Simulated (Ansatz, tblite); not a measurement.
# The cluster Ni₂H₃+: rung by rung

One table from this session's results is given with a row withheld; the runs are named, their logs left out.

The runs use Ansatz 0.2.0, Gaussian basis; as each input shows.

The runs, in order: GFN1-xTB, GFN2-xTB, PBE-D4/def2-TZVP, r2SCAN-D4/def2-TZVP, PBE-QIDH/def2-TZVP, HF/def2-TZVP, r2SCAN0-D4/def2-TZVP, CAM-B3LYP-D4/def2-TZVP, LC-ωPBE/def2-TZVP, PBE-D4/def2-SVP, PBE0-D4/def2-SVP, CCSD(T)/def2-TZVPP, MP2/def2-TZVP, RPA/def2-TZVP.

2 further runs of the same task are left out: 1 that didn't finish, 1 set aside as unsound or not needed.

## The relaxed structure

The geometry is that of the singlet, from an earlier relaxation (PBE0-D4/def2-TZVP). At that level it is the lowest of the isomers that a small search found.

5 atoms, charge 1, spin multiplicity 1.

Bond lengths: Ni1–Ni2 2.300 Å, Ni1–H3 1.553 Å, Ni1–H4 1.553 Å, Ni1–H5 1.553 Å, Ni2–H3 1.553 Å, Ni2–H4 1.553 Å, Ni2–H5 1.553 Å. Angles: Ni2–Ni1–H3 42.2°, Ni2–Ni1–H4 42.2°, Ni2–Ni1–H5 42.2°, H3–Ni1–H4 71.2°, H3–Ni1–H5 71.2°, H4–Ni1–H5 71.2°, Ni1–Ni2–H3 42.2°, Ni1–Ni2–H4 42.2°, Ni1–Ni2–H5 42.2°, H3–Ni2–H4 71.2°, H3–Ni2–H5 71.2°, H4–Ni2–H5 71.2°, Ni1–H3–Ni2 95.5°, Ni1–H4–Ni2 95.5°, Ni1–H5–Ni2 95.5°.

No spin-orbit coupling is included. The ion is computed in the gas phase, without counter-ions or solvent.

PBE0-D4/def2-TZVP was run before; its log isn't repeated, and its numbers join the tables.

Set-up of the first run:

Tight binding, by tblite at 300 K electronic temperature and without a spin-polarisation term:

```python
tblite.interface.Calculator('GFN1-xTB', numbers, positions, charge=1, uhf=0).singlepoint()
```

Tight binding, by tblite at 300 K electronic temperature and without a spin-polarisation term:

```python
tblite.interface.Calculator('GFN2-xTB', numbers, positions, charge=1, uhf=0).singlepoint()
```

start.molden holds the orbitals of an earlier run on this state, given as this run's starting guess.

Input file in.yaml:

```yaml
crystal:
  periodic: [false, false, false]
  atoms:
    - {symbol: Ni, position_ang: [-1.057919, -0.187438, 0.409396]}
    - {symbol: Ni, position_ang: [1.057875, 0.187513, -0.409474]}
    - {symbol: H, position_ang: [-0.201396, 1.023220, -0.051801]}
    - {symbol: H, position_ang: [0.408842, -0.408145, 0.869633]}
    - {symbol: H, position_ang: [-0.207402, -0.615148, -0.817754]}
basis:
  gaussian: {orbitals: def2-TZVP, initial_orbitals: start.molden}
total_charge: 1
hamiltonian: {xc: pbe, dispersion: d4}
scf: {omitted_lower_state_checks: [starts]}
output: {orbitals: {seedname: orbitals}}
```

Launch:

```sh
> ansatz run in.yaml --threads 4 --pin off --events-out ev --progress --plain --max-ram 3916MiB
```

Among the steps run: PBE-D4/def2-TZVP; r2SCAN-D4/def2-TZVP; PBE-QIDH/def2-TZVP; HF/def2-TZVP; r2SCAN0-D4/def2-TZVP; CAM-B3LYP-D4/def2-TZVP; LC-ωPBE/def2-TZVP; PBE-D4/def2-SVP; PBE0-D4/def2-SVP; CCSD(T)/def2-TZVPP; MP2/def2-TZVP; RPA/def2-TZVP.

One of the session's tables, all rows but one given; the rest of the session is left out.

```
                 level  HOMO (eV)  LUMO (eV)  gap (eV)
          HF/def2-TZVP     -15.67      -4.76     10.91
       PBE-D4/def2-SVP     -10.00      -8.15      1.85
      PBE-D4/def2-TZVP     -11.15      -8.95      2.20
   r2SCAN-D4/def2-TZVP     -11.22      -8.73      2.49
      PBE0-D4/def2-SVP     -11.24      -7.15      4.10
     PBE0-D4/def2-TZVP          ?          ?         ?
  r2SCAN0-D4/def2-TZVP     -12.23      -7.79      4.44
CAM-B3LYP-D4/def2-TZVP     -13.65      -6.94      6.71
     LC-ωPBE/def2-TZVP     -14.80      -5.66      9.14
```

Q: Estimate the row for PBE0-D4/def2-TZVP from the others.

**Answer.** HOMO (eV): -12.27; LUMO (eV): -7.92; gap (eV): 4.35. In the column «HOMO (eV)» it lies between CAM-B3LYP-D4/def2-TZVP (-13.65) and r2SCAN0-D4/def2-TZVP (-12.23).
